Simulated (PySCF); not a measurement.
**A gas-phase reaction: BH3O3 + AlCl3 → AlBCl2H2O3 + ClH**

Aim: the reaction energy of `OB(O)O` + `[Cl][Al]([Cl])[Cl]` → `OB(O)[O][Al]([Cl])[Cl]` + `Cl`.

Computed with PySCF 2.14.0; each step states its level. No surroundings beyond the atoms listed, unless a continuum is named. Atoms count from 0, parts from 1.

## 1. Starting point

Each species was relaxed by itself at PBE0-D3(BJ)/def2-SVPD.

## 2. Reaction energy: wB97M-D3(BJ)/def2-TZVP

The job: settings as JSON, then the geometry in Å.

```
{"job": {"kind": "react", "xc": "wB97M-D3(BJ)", "basis": "def2-TZVP"}, "charge": 0, "multiplicity": 1}
-1 BH3O3 charge 0 multiplicity 1
O     -0.792450    -0.698550    -0.506240
B      0.036460     0.188880     0.140140
O     -0.531880     1.188600     0.865590
O      1.402020     0.149920     0.114400
H     -0.369020    -1.393840    -1.010660
H     -1.490670     1.158530     0.842370
H      1.797350    -0.555710    -0.397460

-1 AlCl3 charge 0 multiplicity 1
Cl    -1.435260    -1.034950    -1.089560
Al    -0.002610     0.016810     0.002740
Cl     0.107160     2.094190    -0.152500
Cl     1.320570    -1.008880     1.247560

+1 AlBCl2H2O3 charge 0 multiplicity 1
O      0.464970     2.088160    -0.382580
B     -0.182060     0.924730    -0.071920
O     -1.456580     0.980120     0.407290
O      0.431770    -0.282840    -0.236300
Al     0.277590    -1.959240    -0.072820
Cl    -1.403000    -2.901850     0.723960
Cl     1.890020    -3.126330    -0.704950
H      1.354150     1.943080    -0.713760
H     -1.787900     1.878190     0.483160

+1 ClH charge 0 multiplicity 1
Cl     0.644680     0.004850    -0.006100
H     -0.643450    -0.003260     0.006270
```

With the program's defaults for keys left out, this is: wB97M-D3(BJ)/def2-TZVP reaction energy of separated species, gas phase.

Launch:

```bash
$ OMP_NUM_THREADS=1 python cluster_run.py task.json out
```

One launch serves the whole session: the jobs run in the order shown.

Log:

```text
species 1 (BH3O3)
coarse grid: 28136 points
cycle   1  E = -252.4800727007  dE =  6.274e-01  |g| = 9.753e-01  |ddm| = 1.937e+00
cycle   2  E = -252.5052979335  dE = -2.523e-02  |g| = 9.817e-01  |ddm| = 8.987e-01
cycle   3  E = -252.6544578861  dE = -1.492e-01  |g| = 4.260e-02  |ddm| = 4.268e-01
cycle   4  E = -252.6548818396  dE = -4.240e-04  |g| = 1.803e-02  |ddm| = 3.959e-02
cycle   5  E = -252.6549359217  dE = -5.408e-05  |g| = 1.032e-02  |ddm| = 1.559e-02
cycle   6  E = -252.6549539006  dE = -1.798e-05  |g| = 1.247e-03  |ddm| = 5.603e-03
cycle   7  E = -252.6549544386  dE = -5.380e-07  |g| = 2.506e-04  |ddm| = 1.654e-03
final grid: 60952 points
cycle   8  E = -252.6549590619  dE = -3.379e-08  |g| = 1.945e-04  |ddm| = 9.960e-04
cycle   9  E = -252.6549590628  dE = -8.877e-10  |g| = 2.087e-04  |ddm| = 2.471e-04
cycle  10  E = -252.6549590695  dE = -6.773e-09  |g| = 1.427e-05  |ddm| = 8.607e-05
cycle  11  E = -252.6549590696  dE = -1.239e-10  |g| = 6.231e-06  |ddm| = 3.976e-05
converged SCF energy = -252.6549590696

species 2 (AlCl3)
coarse grid: 25304 points
cycle   1  E = -1623.4287247131  dE =  2.568e-01  |g| = 4.168e-01  |ddm| = 1.834e+00
cycle   2  E = -1623.4562003117  dE = -2.748e-02  |g| = 3.585e-01  |ddm| = 7.070e-01
cycle   3  E = -1623.4857596162  dE = -2.956e-02  |g| = 2.133e-02  |ddm| = 2.867e-01
cycle   4  E = -1623.4859762428  dE = -2.166e-04  |g| = 6.057e-03  |ddm| = 3.442e-02
cycle   5  E = -1623.4860062949  dE = -3.005e-05  |g| = 1.798e-03  |ddm| = 1.483e-02
cycle   6  E = -1623.4860076087  dE = -1.314e-06  |g| = 4.891e-04  |ddm| = 2.107e-03
final grid: 47128 points
cycle   7  E = -1623.4859292912  dE = -1.643e-07  |g| = 2.286e-04  |ddm| = 9.190e-04
cycle   8  E = -1623.4859293126  dE = -2.142e-08  |g| = 1.544e-04  |ddm| = 3.031e-04
cycle   9  E = -1623.4859293193  dE = -6.763e-09  |g| = 3.420e-05  |ddm| = 1.354e-04
cycle  10  E = -1623.4859293205  dE = -1.198e-09  |g| = 1.385e-05  |ddm| = 7.640e-05
cycle  11  E = -1623.4859293206  dE = -7.276e-11  |g| = 1.100e-06  |ddm| = 2.022e-05
converged SCF energy = -1623.4859293206

species 3 (AlBCl2H2O3)
coarse grid: 44648 points
cycle   1  E = -1415.0536975225  dE =  9.533e-01  |g| = 1.066e+00  |ddm| = 2.587e+00
cycle   2  E = -1415.0847527546  dE = -3.106e-02  |g| = 1.090e+00  |ddm| = 1.171e+00
cycle   3  E = -1415.2733536191  dE = -1.886e-01  |g| = 7.054e-02  |ddm| = 5.336e-01
cycle   4  E = -1415.2742971868  dE = -9.436e-04  |g| = 4.678e-02  |ddm| = 8.207e-02
cycle   5  E = -1415.2747050375  dE = -4.079e-04  |g| = 1.137e-02  |ddm| = 2.922e-02
cycle   6  E = -1415.2747336759  dE = -2.864e-05  |g| = 4.064e-03  |ddm| = 1.059e-02
cycle   7  E = -1415.2747374031  dE = -3.727e-06  |g| = 7.248e-04  |ddm| = 3.814e-03
final grid: 90960 points
cycle   8  E = -1415.2746774354  dE = -3.226e-07  |g| = 4.589e-04  |ddm| = 2.191e-03
cycle   9  E = -1415.2746774725  dE = -3.706e-08  |g| = 4.199e-04  |ddm| = 6.607e-04
cycle  10  E = -1415.2746775030  dE = -3.054e-08  |g| = 6.725e-05  |ddm| = 2.153e-04
cycle  11  E = -1415.2746775056  dE = -2.569e-09  |g| = 4.268e-05  |ddm| = 1.084e-04
cycle  12  E = -1415.2746775062  dE = -5.930e-10  |g| = 6.992e-06  |ddm| = 5.598e-05
converged SCF energy = -1415.2746775062

species 4 (ClH)
coarse grid: 8792 points
cycle   1  E = -460.8484278086  dE = -8.162e-02  |g| = 2.191e-01  |ddm| = 7.676e-01
cycle   2  E = -460.8609099405  dE = -1.248e-02  |g| = 1.374e-01  |ddm| = 2.964e-01
cycle   3  E = -460.8652356829  dE = -4.326e-03  |g| = 1.313e-02  |ddm| = 1.004e-01
cycle   4  E = -460.8652746046  dE = -3.892e-05  |g| = 3.152e-03  |ddm| = 1.037e-02
cycle   5  E = -460.8652799413  dE = -5.337e-06  |g| = 7.218e-04  |ddm| = 4.681e-03
final grid: 17120 points
cycle   6  E = -460.8652491131  dE = -2.177e-07  |g| = 2.954e-04  |ddm| = 8.621e-04
cycle   7  E = -460.8652491371  dE = -2.397e-08  |g| = 1.280e-04  |ddm| = 3.283e-04
cycle   8  E = -460.8652491406  dE = -3.485e-09  |g| = 2.760e-05  |ddm| = 9.247e-05
cycle   9  E = -460.8652491410  dE = -4.638e-10  |g| = 7.731e-07  |ddm| = 5.407e-05
converged SCF energy = -460.8652491410

Reaction energy = 0.386 kcal/mol
```

Run time: 65 s. Hardware: 1 thread of Arm Neoverse N1, shared host; peak memory 0.83 GiB.

Species by species (with the dispersion term, which the log's SCF energies lack):

```tsv
ν	species	energy (Eh)	HOMO (eV)
-1	OB(O)O	-252.65995	-11.72
-1	[Cl][Al]([Cl])[Cl]	-1623.49022	-11.69
+1	OB(O)[O][Al]([Cl])[Cl]	-1415.28377	-11.55
+1	Cl	-460.86579	-11.82
```

## 3. Energies of the species: PBE0-D3(BJ)/def2-TZVP

Same as in step 2 but for these lines:

```diff
@@ -1,2 +1,2 @@
-{"job": {"kind": "react", "xc": "wB97M-D3(BJ)", "basis": "def2-TZVP"}, "charge": 0, "multiplicity": 1}
+{"job": {"kind": "react", "xc": "PBE0", "basis": "def2-TZVP", "disp": "d3bj"}, "charge": 0, "multiplicity": 1}
 -1 BH3O3 charge 0 multiplicity 1
```

Method: PBE0-D3(BJ)/def2-TZVP reaction energy of separated species, gas phase.

Log:

```text
species 1 (BH3O3)
coarse grid: 6208 points
cycle   1  E = -252.1370746800  dE =  6.124e-01  |g| = 1.043e+00  |ddm| = 2.009e+00
cycle   2  E = -251.9672782522  dE =  1.698e-01  |g| = 1.448e+00  |ddm| = 1.304e+00
cycle   3  E = -252.3261026120  dE = -3.588e-01  |g| = 5.053e-02  |ddm| = 8.193e-01
cycle   4  E = -252.3263089188  dE = -2.063e-04  |g| = 3.886e-02  |ddm| = 4.357e-02
cycle   5  E = -252.3265502299  dE = -2.413e-04  |g| = 7.815e-03  |ddm| = 1.962e-02
cycle   6  E = -252.3265604778  dE = -1.025e-05  |g| = 1.329e-03  |ddm| = 4.409e-03
cycle   7  E = -252.3265608023  dE = -3.245e-07  |g| = 4.533e-04  |ddm| = 1.469e-03
final grid: 60952 points
cycle   8  E = -252.3238288066  dE = -6.358e-05  |g| = 5.200e-03  |ddm| = 3.554e-02
cycle   9  E = -252.3238260940  dE =  2.713e-06  |g| = 6.485e-03  |ddm| = 4.655e-03
cycle  10  E = -252.3238328383  dE = -6.744e-06  |g| = 4.276e-04  |ddm| = 2.826e-03
cycle  11  E = -252.3238328659  dE = -2.755e-08  |g| = 1.694e-04  |ddm| = 3.985e-04
cycle  12  E = -252.3238328715  dE = -5.590e-09  |g| = 3.953e-05  |ddm| = 1.369e-04
cycle  13  E = -252.3238328717  dE = -2.234e-10  |g| = 1.515e-05  |ddm| = 2.649e-05
converged SCF energy = -252.3238328717

species 2 (AlCl3)
coarse grid: 6496 points
cycle   1  E = -1622.6840545504  dE =  2.570e-01  |g| = 3.835e-01  |ddm| = 1.936e+00
cycle   2  E = -1622.6689747745  dE =  1.508e-02  |g| = 4.801e-01  |ddm| = 8.035e-01
cycle   3  E = -1622.7256944586  dE = -5.672e-02  |g| = 4.796e-02  |ddm| = 4.265e-01
cycle   4  E = -1622.7261332693  dE = -4.388e-04  |g| = 1.753e-02  |ddm| = 4.493e-02
cycle   5  E = -1622.7262118572  dE = -7.859e-05  |g| = 1.345e-03  |ddm| = 1.477e-02
cycle   6  E = -1622.7262122640  dE = -4.068e-07  |g| = 2.894e-04  |ddm| = 1.205e-03
final grid: 47128 points
cycle   7  E = -1622.7276761689  dE = -1.543e-05  |g| = 4.210e-03  |ddm| = 9.635e-03
cycle   8  E = -1622.7276762950  dE = -1.261e-07  |g| = 3.469e-03  |ddm| = 5.253e-03
cycle   9  E = -1622.7276782803  dE = -1.985e-06  |g| = 5.933e-04  |ddm| = 2.954e-03
cycle  10  E = -1622.7276783791  dE = -9.883e-08  |g| = 6.387e-05  |ddm| = 5.129e-04
cycle  11  E = -1622.7276783800  dE = -9.472e-10  |g| = 1.031e-05  |ddm| = 5.805e-05
converged SCF energy = -1622.7276783800

species 3 (AlBCl2H2O3)
coarse grid: 10456 points
cycle   1  E = -1414.1552710561  dE =  9.123e-01  |g| = 1.130e+00  |ddm| = 2.733e+00
cycle   2  E = -1413.9022560825  dE =  2.530e-01  |g| = 1.644e+00  |ddm| = 1.599e+00
cycle   3  E = -1414.3807604841  dE = -4.785e-01  |g| = 1.387e-01  |ddm| = 9.805e-01
cycle   4  E = -1414.3835776997  dE = -2.817e-03  |g| = 7.907e-02  |ddm| = 1.218e-01
cycle   5  E = -1414.3846006706  dE = -1.023e-03  |g| = 1.546e-02  |ddm| = 4.034e-02
cycle   6  E = -1414.3846433214  dE = -4.265e-05  |g| = 2.981e-03  |ddm| = 1.238e-02
cycle   7  E = -1414.3846444188  dE = -1.097e-06  |g| = 8.986e-04  |ddm| = 2.406e-03
final grid: 90960 points
cycle   8  E = -1414.3841701726  dE = -7.226e-05  |g| = 8.126e-03  |ddm| = 5.690e-02
cycle   9  E = -1414.3841606037  dE =  9.569e-06  |g| = 1.077e-02  |ddm| = 9.414e-03
cycle  10  E = -1414.3841800456  dE = -1.944e-05  |g| = 1.162e-03  |ddm| = 5.742e-03
cycle  11  E = -1414.3841802452  dE = -1.997e-07  |g| = 4.046e-04  |ddm| = 7.395e-04
cycle  12  E = -1414.3841802714  dE = -2.620e-08  |g| = 9.873e-05  |ddm| = 2.240e-04
cycle  13  E = -1414.3841802730  dE = -1.572e-09  |g| = 1.595e-05  |ddm| = 7.178e-05
cycle  14  E = -1414.3841802731  dE = -4.957e-11  |g| = 6.712e-06  |ddm| = 1.815e-05
converged SCF energy = -1414.3841802731

species 4 (ClH)
coarse grid: 2248 points
cycle   1  E = -460.6518923621  dE = -4.651e-02  |g| = 1.921e-01  |ddm| = 7.990e-01
cycle   2  E = -460.6549466172  dE = -3.054e-03  |g| = 1.868e-01  |ddm| = 3.560e-01
cycle   3  E = -460.6638360810  dE = -8.889e-03  |g| = 1.447e-02  |ddm| = 1.642e-01
cycle   4  E = -460.6638570845  dE = -2.100e-05  |g| = 2.780e-03  |ddm| = 7.514e-03
cycle   5  E = -460.6638587323  dE = -1.648e-06  |g| = 1.086e-03  |ddm| = 2.595e-03
final grid: 17120 points
cycle   6  E = -460.6643456701  dE = -4.390e-06  |g| = 2.129e-03  |ddm| = 4.619e-03
cycle   7  E = -460.6643457492  dE = -7.911e-08  |g| = 1.691e-03  |ddm| = 2.652e-03
cycle   8  E = -460.6643462724  dE = -5.231e-07  |g| = 1.400e-04  |ddm| = 1.379e-03
cycle   9  E = -460.6643462780  dE = -5.637e-09  |g| = 2.062e-05  |ddm| = 1.129e-04
cycle  10  E = -460.6643462781  dE = -9.163e-11  |g| = 4.552e-06  |ddm| = 1.665e-05
converged SCF energy = -460.6643462781

Reaction energy = 1.590 kcal/mol
```

Run time: 37 s. Hardware: 1 thread of Arm Neoverse N1, shared host; peak memory 0.73 GiB.

Reaction energy at this level: 1.59 kcal/mol.

## 4. Side by side

Energies in kcal/mol, with wall time:

```tsv
run	reaction	time
wB97M-D3(BJ)/def2-TZVP	0.39	65 s
PBE0-D3(BJ)/def2-TZVP	1.59	37 s
```

## 5. Outcome

| quantity | value |
| --- | --- |
| reaction energy (wB97M-D3(BJ)/def2-TZVP) | 0.39 kcal/mol |
| ΔH, ΔG at 298 K (xTB thermal terms) | -2.1, -0.1 kcal/mol |
| range of the reaction energy over the runs of this table | 0.39 to 1.59 kcal/mol |

In words: The reaction is exothermic by 2.1 kcal/mol in the gas phase; dispersion gives -0.22, and xTB itself gave -4.79 for the electronic energy (xTB energies and thermal terms come from the earlier relaxation of each species, not shown). No barrier was sought. The reaction energy runs from 0.39 (wB97M-D3(BJ)/def2-TZVP) to 1.59 kcal/mol (PBE0-D3(BJ)/def2-TZVP).
